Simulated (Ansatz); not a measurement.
# CH₅FOSi: up Jacob's ladder to CCSD(T)

How much do the methods differ for CH₅FOSi? The plan is to run it at one geometry with functionals of several rungs and with coupled cluster. The yardstick is the atomisation energy at the CCSD(T) limit.

Program: Ansatz 0.2.0, Gaussian basis. Level of theory: functionals in def2-TZVPP, the program's frozen cores in correlated methods. These are calculated values, not measurements.

Levels to be run: LDA (SPW92), PBE-D4, revPBE-D4, BLYP-D4, r2SCAN-D4, B97M-V, PBE0-D4, B3LYP-D4, r2SCANh-D4, r2SCAN0-D4, HSE06-D4, BHLYP-D4, CAM-B3LYP-D4, LC-ωPBE, ωB97X-V, ωB97M-V, B2PLYP, PBE-QIDH; CCSD(T)/def2-SVP; CCSD(T)/def2-TZVPP; MP2/def2-QZVPP; extrapolation to the limit; RPA on PBE.

## 1. The relaxed structure

All runs share one geometry, relaxed beforehand with PBE0-D4 in a triple-zeta def2 set.

SMILES `C[SiH](O)F`, 9 atoms, charge 0, spin multiplicity 1.

Atoms are counted from 1 here; the program's logs count them from 0.

Bond lengths: C1–Si2 1.851 Å, C1–H5 1.093 Å, C1–H6 1.093 Å, C1–H7 1.093 Å, Si2–O3 1.634 Å, Si2–F4 1.601 Å, Si2–H8 1.477 Å, O3–H9 0.958 Å. Angles: Si2–C1–H5 110.5°, Si2–C1–H6 110.6°, Si2–C1–H7 111.4°, H5–C1–H6 108.2°, H5–C1–H7 107.7°, H6–C1–H7 108.2°, C1–Si2–O3 113.2°, C1–Si2–F4 107.2°, C1–Si2–H8 113.7°, O3–Si2–F4 109.7°, O3–Si2–H8 105.3°, F4–Si2–H8 107.6°, Si2–O3–H9 119.0°.

As a file:

```
C    -1.05918    0.38268    0.20214
Si    0.59866   -0.05939   -0.49169
O     1.69982   -0.42600    0.65876
F     0.38609   -1.31920   -1.45720
H    -1.75928    0.62419   -0.60149
H    -0.98209    1.25165    0.86010
H    -1.48398   -0.44499    0.77675
H     1.21398    1.01801   -1.29255
H     1.47458   -1.07306    1.32817
```

## 2. LDA

This LDA is Slater exchange with PW92 correlation.

File in.yaml:

```yaml
crystal:
  periodic: [false, false, false]
  atoms:
    - {symbol: C, position_ang: [-1.059181, 0.382684, 0.202145]}
    - {symbol: Si, position_ang: [0.598658, -0.059391, -0.491686]}
    - {symbol: O, position_ang: [1.699823, -0.425999, 0.658760]}
    - {symbol: F, position_ang: [0.386085, -1.319198, -1.457197]}
    - {symbol: H, position_ang: [-1.759283, 0.624188, -0.601488]}
    - {symbol: H, position_ang: [-0.982086, 1.251651, 0.860097]}
    - {symbol: H, position_ang: [-1.483979, -0.444987, 0.776749]}
    - {symbol: H, position_ang: [1.213980, 1.018011, -1.292552]}
    - {symbol: H, position_ang: [1.474582, -1.073057, 1.328174]}
basis:
  gaussian: {orbitals: def2-TZVPP}
hamiltonian: {xc: lda}
output: {orbitals: {seedname: orbitals}}
```

After this run come: PBE-D4 (GGA); revPBE-D4 (GGA); BLYP-D4 (GGA); r2SCAN-D4 (meta-GGA); B97M-V (meta-GGA); PBE0-D4 (hybrid); B3LYP-D4 (hybrid); r2SCANh-D4 (hybrid); r2SCAN0-D4 (hybrid); HSE06-D4 (hybrid); BHLYP-D4 (hybrid); CAM-B3LYP-D4 (range-separated); LC-ωPBE-D4 (range-separated); ωB97X-V (range-separated); ωB97M-V (range-separated); B2PLYP (double hybrid); PBE-QIDH (double hybrid); CCSD(T) in def2-SVP; CCSD(T) in def2-TZVPP; MP2 in def2-QZVPP; RPA on PBE orbitals.

**Question.** What will the summary of the whole plan be? Wanted: atomisation energy, CCSD(T)/CBS; farthest beyond LDA; mean size of error, GGA; mean size of error, meta-GGA; mean size of error, hybrid; mean size of error, range-separated; mean size of error, double hybrid; gap, smallest and largest; T1 diagnostic.

As calculated:

| quantity | value |
| --- | --- |
| atomisation energy, CCSD(T)/CBS | 3498.4 kJ/mol |
| functionals within 17.5 kJ/mol (0.5 %) | PBE-D4, r2SCAN-D4, B97M-V, CAM-B3LYP-D4, ωB97X-V, ωB97M-V |
| farthest beyond LDA | BHLYP-D4 (-119.6 kJ/mol) |
| mean size of error, GGA | 40.8 kJ/mol |
| mean size of error, meta-GGA | 15.3 kJ/mol |
| mean size of error, hybrid | 58.9 kJ/mol |
| mean size of error, range-separated | 14.4 kJ/mol |
| mean size of error, double hybrid | 51.2 kJ/mol |
| gap, smallest and largest | 7.14 eV (BLYP-D4), 14.50 eV (LC-ωPBE) |
| T1 diagnostic | 0.0109 |
| triples share of the correlation energy | 3.1 % |

In words: The LDA atomisation energy is off by 433.3 kJ/mol (12 %): it overbinds. PBE-D4 misses by +4.3 kJ/mol. Double hybrids carry the basis error of their MP2 part in triple zeta, and no dispersion term here, so their miss is partly the set-up's. The rungs range-separated, meta-GGA miss on average by less than the doubt on the reference (17.5 kJ/mol), so they tie. The reference freezes the cores and leaves out relativity and excitations past (T), so misses under about 17.5 kJ/mol can't be ranked. Hartree-Fock recovers 74 % of the binding; the rest is correlation. CCSD(T) in def2-SVP is off by -252.4 kJ/mol, worse than the median functional, from the basis alone. The gap grows from 7.1 to 14.5 eV across the functionals, mostly with the share of exact exchange.
